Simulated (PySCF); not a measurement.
# KSi: from the state search to spectroscopic constants

The task here is to estimate one member of a computed series from the others.

The runs use PySCF 2.14.0; K 6-31G(d,p), Si 6-31G(d,p), no relativity.

The first run:

Settings of the job:

| Property | Result |
| --- | --- |
| atoms | K, Si |
| charge | 0 |
| basis | K 6-31G(d,p), Si 6-31G(d,p) |
| Hamiltonian | no relativity |
| basis functions | 50 |
| electrons treated | 33 |
| masses in u | 38.9637, 27.9769 |
| levels | PBE0, PBE, r²SCAN, TPSSh, TPSS, PBEsol, ωB97X, HF, MP2, SCS-MP2, CCSD, CCSD(T) |
| grid | 80 radial by 434 angular points |
| occupations | held fixed by the projection of orbital angular momentum |
| dissociation limit | K + Si, each in its ground configuration |
| starting distance in angstrom | 3.060 |
| values of 2S to try | 1, 3 |

Command:

```console
$ OMP_NUM_THREADS=1 python dia.py task.json out
```

Among the steps run: Set-up; The PBE0 curve of the state that the search chose; Excited determinants; PBE (GGA); r²SCAN; TPSSh (hybrid meta-GGA); TPSS (meta-GGA); PBEsol (GGA); ωB97X; UHF (mean field); Correlated methods on the Hartree–Fock reference.

One table of the session follows, with a row left open; its other results are not shown here.

Energy (eV) from each level's lowest point:

```
R (Å)    UHF  UHF-MP2  UHF-SCS-MP2  UHF-CCSD  UHF-CCSD(T)
2.614  0.554    0.433        0.446       n/a          n/a
2.735  0.289    0.210        0.219     0.218        0.216
2.857  0.125    0.080        0.085     0.085        0.084
2.948  0.053    0.027        0.030     0.030        0.030
3.039  0.013    0.002        0.003     0.004        0.004
3.130  0.000    0.000        0.000     0.000        0.000
3.252  0.013    0.024        0.022     0.021        0.021
3.404      ?        ?            ?         ?            ?
3.586  0.156    0.185        0.182     0.176        0.175
3.829  0.310    0.346        0.342       n/a          n/a
```

Q: Estimate the row for R (Å) = 3.404 from the others.

Worked estimate for «UHF». A straight line through the neighbours (3.252, 0.013) and (3.586, 0.156) gives 0.013 + (0.156 − 0.013) × (3.404 − 3.252) / (3.586 − 3.252) = 0.078; a parabola fitted to 4 rows on both sides gives 0.067.

As computed: UHF: 0.063; UHF-MP2: 0.084; UHF-SCS-MP2: 0.081; UHF-CCSD: 0.078; UHF-CCSD(T): 0.078. In «UHF» the line misses by +0.015 and the parabola by +0.004.
